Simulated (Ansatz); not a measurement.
# H2HfSi: the cost of one run

The runs use Ansatz 0.2.0, Gaussian basis; the settings change from run to run.

16 further runs of the same task are left out: 6 that didn't finish, 10 set aside as unsound or not needed.

## Step 1: The system

The geometry is a PBE0/def2-TZVP stationary point (not a proven minimum). No spin-orbit coupling is included. Elements past krypton take def2 core potentials.

4 atoms, charge 1, spin multiplicity 4.

Atoms are counted from 1 here; the program's logs count them from 0.

Bond lengths: Hf1–Si2 2.597 Å, Si2–H3 1.485 Å, Si2–H4 1.485 Å. Angles: Hf1–Si2–H3 123.8°, Hf1–Si2–H4 123.8°, H3–Si2–H4 112.4°.

Coordinates:

| atom | x (Å) | y (Å) | z (Å) |
| --- | --- | --- | --- |
| Hf1 | 0.00000 | 0.00000 | 0.38270 |
| Si2 | 0.00000 | 0.00000 | -2.21393 |
| H3 | 0.00000 | 1.23388 | -3.04014 |
| H4 | 0.00000 | -1.23388 | -3.04014 |

## Step 2: BCCD on ROHF/def2-SVP

File in.yaml:

```yaml
crystal:
  periodic: [false, false, false]
  atoms:
    - {symbol: Hf, position_ang: [0.000000, 0.000000, 0.382699]}
    - {symbol: Si, position_ang: [0.000000, 0.000000, -2.213932]}
    - {symbol: H, position_ang: [0.000000, 1.233877, -3.040144]}
    - {symbol: H, position_ang: [0.000000, -1.233877, -3.040144]}
basis:
  gaussian: {orbitals: def2-SVP}
total_charge: 1
magnetization: {spin_polarized: false, initial_magnetization: 3}
hamiltonian: {pseudopotentials: {relativity: none}}
correlation: {method: bccd, electrons: outside_noble_gas}
output: {forces: true}
```

On the command line:

```bash
> ansatz run in.yaml --threads 1 --pin off --events-out ev --progress --plain --max-ram 2393MiB
```

What time and memory should one allow on 1 thread of Arm Neoverse V1, shared host?

About 49 s, with a peak of 0.34 GiB.
